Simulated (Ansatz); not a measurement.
**MoRh (P-6m2): equation of state with a fit**

Where is the equilibrium volume of MoRh (P-6m2), and how stiff is it? The task is an equation of state with a fit, for MoRh (P-6m2).

Program: Ansatz 0.2.0, driven from Python. Level of theory: DFT r2SCAN, plane waves, PAW. These are calculated values, not measurements.

## (1) The structure

The structure is hexagonal, space group P-6m2 (No. 187). The conventional cell has a = 2.795 Å, b = 2.795 Å, c = 4.437 Å, α = 90.00°, β = 90.00°, γ = 120.00°. Mo (site symmetry -6m2) is surrounded by 6 Rh at 2.74 Å and 6 Mo at 2.80 Å. Rh (site symmetry -6m2) is surrounded by 6 Mo at 2.74 Å and 6 Rh at 2.80 Å.

The script holds or builds the structure itself.

## (2) The script

File eos_morh.py:

```python
"""Bulk modulus of MoRh from an E(V) curve."""

import warnings

import ansatz
import numpy as np
from scipy.optimize import curve_fit

config = {
    "xc": "r2scan",
    "filling": "cold",
    "sigma": 0.05,
    "mesh": (12, 12, 7),
}

VECTORS = np.array([
    [2.795433, 0.0, 0.0],
    [-1.397716, 2.420916, 0.0],
    [0.0, 0.0, 4.437367],
])
SITES = [
    ("Mo", (0.0, 0.0, 0.5)),
    ("Rh", (1 / 3, 2 / 3, 0.0)),
]


def on_lattice(cell):
    crystal = ansatz.Crystal(lattice=ansatz.Lattice.of(cell))
    for symbol, position in SITES:
        crystal = crystal.atom(symbol, position)
    return crystal

def vinet(v, e0, v0, b0, b1):
    eta = (v / v0) ** (1 / 3)
    return e0 + 2 * b0 * v0 / (b1 - 1) ** 2 * (2 - (5 + 3 * b1 * (eta - 1) - 3 * eta) * np.exp(-1.5 * (b1 - 1) * (eta - 1)))

warnings.simplefilter("ignore", ansatz.DeckWarning)

# uniform scaling of the cell
volumes, energies = [], []
for scale in np.linspace(0.94, 1.06, 7):
    cell = VECTORS * scale ** (1 / 3)
    job = (
        on_lattice(cell).calculation()
        .functional(config["xc"])
        .pseudopotentials("paw")
        .basis(20 * ansatz.Ha)
        .occupations(config["filling"], width=config["sigma"])
        .kpoints(*config["mesh"])
    )
    r = job.run(threads=1).report
    volumes.append(abs(np.linalg.det(cell)) / len(SITES))
    energies.append(r["free_energy_ev"] / len(SITES))
    print(f"V = {volumes[-1]:8.4f} A^3/atom  F = {energies[-1]:.5f} eV/atom")

guess = (min(energies), volumes[int(np.argmin(energies))], 0.5, 4.5)
(e0, v0, b0, b1), _ = curve_fit(vinet, np.array(volumes), np.array(energies), p0=guess, maxfev=20000)
print(f"Vinet fit: V0 = {v0:.4f} A^3/atom, B0 = {160.21766 * b0:.1f} GPa, B1 = {b1:.2f}")
print("largest residual", round(1000 * float(np.abs(vinet(np.array(volumes), e0, v0, b0, b1) - energies).max()), 3), "meV/atom")
```

## (3) The run

Started as:

```console
python eos_morh.py
```

**Question.** Where does the minimum lie against the volume typed, and how stiff is the crystal?

As calculated:

```
                      quantity           value
                 runs compared               7
               range of energy  98.20 meV/atom
lowest point, volume (Å³/atom)          14.414
      equilibrium volume (fit)   14.52 Å³/atom
            bulk modulus (fit)         283 GPa
```

What this shows: A third-order Birch-Murnaghan fit through the 7 points has its minimum at 14.52 Å³ an atom, 3.3 % below the typed cell, with a bulk modulus of 283 GPa and dB/dP = 4.7. From that minimum the energy rises by 10.7 meV an atom on the compressed side and 98.9 meV on the expanded side. The window is off centre, so dB/dP is rough. Caveats:
- Shape and fractional positions are held along the curve, so the bulk modulus is an upper value where they are free to relax, by a factor of two or more in layered or hydrogen-bonded cells.
- The structure comes from a database of computed cells and needn't be a stable or known phase.
